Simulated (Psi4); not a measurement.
# MP2/cc-pV(T+d)Z (density fitting, density fitting for correlation, sweep point 4) run of GaCl (SMILES [Cl][Ga])

What is the vertical ionisation energy of GaCl at MP2/cc-pV(T+d)Z (density fitting, density fitting for correlation, sweep point 4)? The job is set up through a Python script.

Program for the calculation: Psi4 1.11.

4 further runs of the same task are left out: 4 for a known fault of the program.

## Step 1: The system as given

GaCl: 2 atoms, total charge 0, spin state singlet. As SMILES, `[Cl][Ga]`. The shape comes from GFN2-xTB, which is rough for such elements, and wasn't checked as a minimum.

Bond lengths: Cl1–Ga2 2.169 Å.

## Step 2: The energy at MP2/cc-pV(T+d)Z (density fitting, density fitting for correlation, sweep point 4)

run.py

```python
import psi4

psi4.set_memory(1600000000)
psi4.set_num_threads(1)
psi4.core.set_output_file('clga.out', False)

mol = psi4.geometry("""
0 1
Cl     0.000000     0.000000     0.000000
Ga     0.000000     0.000000     2.168600
symmetry c1
""")

psi4.set_options({
    'puream': True,
    'scf_type': 'df',
    'num_frozen_docc': 14,
})

energy_value, wavefunction = psi4.energy('mp2/cc-pV(T+d)Z', molecule=mol, return_wfn=True)
print(f'total energy {energy_value:.8f} hartree = {energy_value * 27.211386:.5f} eV')
for k, v in sorted(psi4.core.scalar_variables().items()):
    print(f'{k:45s} {v:18.10f}')
```

Command:

```bash
python run.py
```

clga.out:

```text
[...]
  Running in c1 symmetry.
[...]
  Nuclear repulsion =  128.597431533288756
[...]
  Multiplicity = 1
[...]
  Nalpha       = 24
  Nbeta        = 24
[...]
    Number of basis functions: 82
[...]
   @DF-RHF iter   1: -2381.89681283164919   -3.74198e+00   2.14813e-02 ADIIS/DIIS
[...]
   @DF-RHF iter  11: -2382.87933391151091   -1.18234e-11   7.35721e-09 DIIS
[...]
    Orbital Energies [Eh]
    ---------------------
    Doubly Occupied:
       1A   -378.834382     2A   -104.802671     3A    -48.184358
       4A    -42.510335     5A    -42.510335     6A    -42.509283
       7A    -10.529595     8A     -7.995677     9A     -7.994946
      10A     -7.994946    11A     -6.413811    12A     -4.503205
      13A     -4.503205    14A     -4.499537    15A     -1.218354
      16A     -1.216481    17A     -1.216481    18A     -1.212046
      19A     -1.212046    20A     -1.052974    21A     -0.548357
      22A     -0.450957    23A     -0.450957    24A     -0.347159
[...]
  @DF-RHF Final Energy: -2382.87933391151091
   => Energetics <=
    Nuclear Repulsion Energy =            128.5974315332887556
    One-Electron Energy =               -3577.5293381046762988
    Two-Electron Energy =                1066.0525726598762049
    Total Energy =                      -2382.8793339115113668
[...]
 Multipole Moments:
 ------------------------------------------------------------------------------------
     Multipole            Electronic (a.u.)      Nuclear  (a.u.)        Total (a.u.)
 ------------------------------------------------------------------------------------
 L = 1.  Multiply by 2.5417464519 to convert [e a0] to [Debye]
 Dipole X            :         -0.0000000            0.0000000           -0.0000000
 Dipole Y            :          0.0000000            0.0000000            0.0000000
 Dipole Z            :          4.2419361           -3.4592921            0.7826440
 Magnitude           :                                                    0.7826440
[...]
```

On the terminal:

```text
total energy -2383.19152369 hartree = -64849.94446 eV
CURRENT CORRELATION ENERGY                         -0.3121897761
CURRENT ENERGY                                  -2383.1915236876
CURRENT REFERENCE ENERGY                        -2382.8793339115
CUSTOM SCS-MP2 CORRELATION ENERGY                  -0.3028190423
CUSTOM SCS-MP2 TOTAL ENERGY                     -2383.1821529538
DD SOLVATION ENERGY                                 0.0000000000
HF KINETIC ENERGY                                2382.9978505622
HF POTENTIAL ENERGY                             -4765.8771844737
HF TOTAL ENERGY                                 -2382.8793339115
HF VIRIAL RATIO                                     1.9999502657
MP2 CORRELATION ENERGY                             -0.3121897761
MP2 DOUBLES ENERGY                                 -0.3121897761
MP2 OPPOSITE-SPIN CORRELATION ENERGY               -0.2293335965
MP2 SAME-SPIN CORRELATION ENERGY                   -0.0828561796
MP2 SINGLES ENERGY                                 -0.0000000000
MP2 TOTAL ENERGY                                -2383.1915236876
NUCLEAR REPULSION ENERGY                          128.5974315333
ONE-ELECTRON ENERGY                             -3577.5293381047
PCM POLARIZATION ENERGY                             0.0000000000
PE ENERGY                                           0.0000000000
SCF ITERATION ENERGY                            -2382.8793339115
SCF ITERATIONS                                     11.0000000000
SCF TOTAL ENERGY                                -2382.8793339115
SCS-MP2 CORRELATION ENERGY                         -0.3028190423
SCS-MP2 TOTAL ENERGY                            -2383.1821529538
TWO-ELECTRON ENERGY                              1066.0525726599
```

It took 4.2 s on 1 thread of Intel Xeon 6975P-C (Granite Rapids), shared host; peak memory 0.59 GiB.

## Step 3: The doublet cation

clga.py

```python
import psi4

psi4.set_memory('1600 MB')
psi4.set_num_threads(1)
psi4.core.set_output_file('output.dat', False)

m = psi4.geometry("""
1 2
Cl     0.000000     0.000000     0.000000
Ga     0.000000     0.000000     2.168600
symmetry c1
""")

psi4.set_options({
    'basis': 'cc-pV(T+d)Z',
    'reference': 'uhf',
    'puream': True,
    'scf_type': 'df',
    'num_frozen_docc': 14,
    'maxiter': 150,
})

e_tot, wfn = psi4.energy("mp2", return_wfn=True)
print(f'mp2 energy: {e_tot:.10f} Eh')
for k, v in sorted(psi4.core.scalar_variables().items()):
    print(f'{k:45s} {v:18.10f}')
```

Command:

```bash
python clga.py
```

output.dat:

```text
[...]
  Running in c1 symmetry.
[...]
  Nuclear repulsion =  128.597431533288756
[...]
  Multiplicity = 2
[...]
  Nalpha       = 24
  Nbeta        = 23
[...]
    Number of basis functions: 82
[...]
   @DF-UHF iter   1: -2381.67468971472772   -3.51986e+00   2.08998e-02 ADIIS/DIIS
[...]
   @DF-UHF iter  14: -2382.55803029328263   -8.18545e-12   7.24366e-09 DIIS
[...]
   @S^2 Observed:                7.734696607E-01
[...]
    Orbital Energies [Eh]
    ---------------------
    Alpha Occupied:
       1A   -379.154061     2A   -105.071868     3A    -48.501253
       4A    -42.827355     5A    -42.827355     6A    -42.826264
       7A    -10.794234     8A     -8.267567     9A     -8.257678
      10A     -8.257678    11A     -6.733788    12A     -4.822672
      13A     -4.822672    14A     -4.819158    15A     -1.536070
      16A     -1.536070    17A     -1.534952    18A     -1.530724
      19A     -1.530724    20A     -1.313786    21A     -0.821567
      22A     -0.690461    23A     -0.690461    24A     -0.665240
    Alpha Virtual:
      25A     -0.204894    26A     -0.204894    27A     -0.102063
[...]
  @DF-UHF Final Energy: -2382.55803029328263
   => Energetics <=
    Nuclear Repulsion Energy =            128.5974315332887556
    One-Electron Energy =               -3563.5055320180135823
    Two-Electron Energy =                1052.3500701914422280
    Total Energy =                      -2382.5580302932826271
  UHF NO Occupations:
  HONO-2 :   22  A 1.9995011
  HONO-1 :   23  A 1.9892043
[...]
 Multipole Moments:
 ------------------------------------------------------------------------------------
     Multipole            Electronic (a.u.)      Nuclear  (a.u.)        Total (a.u.)
 ------------------------------------------------------------------------------------
 L = 1.  Multiply by 2.5417464519 to convert [e a0] to [Debye]
 Dipole X            :          0.0000000            0.0000000            0.0000000
 Dipole Y            :         -0.0000000            0.0000000           -0.0000000
 Dipole Z            :          5.0224751           -3.4592921            1.5631830
 Magnitude           :                                                    1.5631830
[...]
```

Standard output:

```text
mp2 energy: -2382.8382048276 Eh
CURRENT CORRELATION ENERGY                         -0.2801745343
CURRENT ENERGY                                  -2382.8382048276
CURRENT REFERENCE ENERGY                        -2382.5580302933
CUSTOM SCS-MP2 CORRELATION ENERGY                  -0.2693845583
CUSTOM SCS-MP2 TOTAL ENERGY                     -2382.8274148515
DD SOLVATION ENERGY                                 0.0000000000
HF KINETIC ENERGY                                2382.5234362591
HF POTENTIAL ENERGY                             -4765.0814665523
HF TOTAL ENERGY                                 -2382.5580302933
HF VIRIAL RATIO                                     2.0000145199
MP2 CORRELATION ENERGY                             -0.2801745343
MP2 DOUBLES ENERGY                                 -0.2801745343
MP2 OPPOSITE-SPIN CORRELATION ENERGY               -0.2030689002
MP2 SAME-SPIN CORRELATION ENERGY                   -0.0771056341
MP2 SINGLES ENERGY                                 -0.0000000000
MP2 TOTAL ENERGY                                -2382.8382048276
NUCLEAR REPULSION ENERGY                          128.5974315333
ONE-ELECTRON ENERGY                             -3563.5055320180
PCM POLARIZATION ENERGY                             0.0000000000
PE ENERGY                                           0.0000000000
SCF ITERATION ENERGY                            -2382.5580302933
SCF ITERATIONS                                     14.0000000000
SCF TOTAL ENERGY                                -2382.5580302933
SCS-MP2 CORRELATION ENERGY                         -0.2693845583
SCS-MP2 TOTAL ENERGY                            -2382.8274148515
TWO-ELECTRON ENERGY                              1052.3500701914
```

Run time: 5.1 s. Hardware: 1 thread of Intel Xeon 6975P-C (Granite Rapids), shared host; peak memory 0.59 GiB.

## Step 4: Results

Level: MP2/cc-pV(T+d)Z (density fitting, density fitting for correlation, sweep point 4), 14 core orbitals frozen.

```
                                                                  quantity           value
                                                singlet GaCl: total energy  -2383.19152 Eh
                         singlet GaCl: HOMO energy (Hartree–Fock orbitals)        -9.45 eV
                         singlet GaCl: LUMO energy (Hartree–Fock orbitals)         0.95 eV
                       singlet GaCl: HOMO–LUMO gap (Hartree–Fock orbitals)        10.40 eV
                singlet GaCl: correlation energy (14 core orbitals frozen)      -312.2 mEh
                                              doublet cation: total energy  -2382.83820 Eh
doublet cation: HOMO energy (Hartree–Fock orbitals) (highest over α and β)       -18.10 eV
 doublet cation: LUMO energy (Hartree–Fock orbitals) (lowest over α and β)        -8.10 eV
              doublet cation: correlation energy (14 core orbitals frozen)      -280.2 mEh
                         doublet cation: ⟨S²⟩ of the reference determinant           0.773
                        vertical ionisation energy (to the doublet cation)        9.614 eV
```

**Reading.** Removing an electron at fixed nuclei costs 9.61 eV (928 kJ/mol).
